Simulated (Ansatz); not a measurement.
# ClHOZn: how energies converge with the basis set

The task here is to estimate one member of a computed series from the others.

The runs use Ansatz 0.2.0, Gaussian basis; one geometry, several basis sets.

The runs, in order: PBE0-D4/def2-SVP; ωB97M-V/def2-SVP; PBE0-D4/def2-QZVPP; ωB97M-V/def2-QZVPP; the functionals' def2-TZVPP values are taken from earlier runs.

## Structure used throughout

An earlier PBE0-D4 in a triple-zeta def2 set relaxation fixed the geometry.

SMILES `[OH][Zn][Cl]`, 4 atoms, charge 0, spin multiplicity 1.

Atoms are counted from 1 here; the program's logs count them from 0.

Bond lengths: O1–Zn2 1.766 Å, O1–H4 0.959 Å, Zn2–Cl3 2.083 Å. Angles: Zn2–O1–H4 115.4°, O1–Zn2–Cl3 176.1°.

The first run:

in.yaml

```yaml
crystal:
  periodic: [false, false, false]
  atoms:
    - {symbol: O, position_ang: [-0.716009, 0.885443, -0.620729]}
    - {symbol: Zn, position_ang: [0.441337, -0.155457, 0.214331]}
    - {symbol: Cl, position_ang: [1.897245, -1.276547, 1.196122]}
    - {symbol: H, position_ang: [-1.567074, 0.486261, -0.810025]}
basis:
  gaussian: {orbitals: def2-SVP}
hamiltonian: {xc: pbe0, dispersion: d4}
output: {orbitals: {seedname: orbitals}}
```

Among the steps run: PBE0-D4 in def2-SVP; ωB97M-V in def2-SVP; PBE0-D4 in def2-QZVPP; ωB97M-V in def2-QZVPP.

One of the session's tables, all rows but one given; the rest of the session is left out.

It belongs to the step «Functionals by basis». 

| functional | basis | HOMO (eV) |
| --- | --- | --- |
| PBE0-D4 | def2-SVP | -8.06 |
| PBE0-D4 | def2-TZVPP | -8.62 |
| PBE0-D4 | def2-QZVPP | -8.66 |
| ωB97M-V | def2-SVP | -10.43 |
| ωB97M-V | def2-TZVPP | -11.03 |
| ωB97M-V | def2-QZVPP | ? |

Estimate the missing values for ωB97M-V, def2-QZVPP.

As computed: HOMO (eV): -11.08. In the column «HOMO (eV)» it is the lowest.
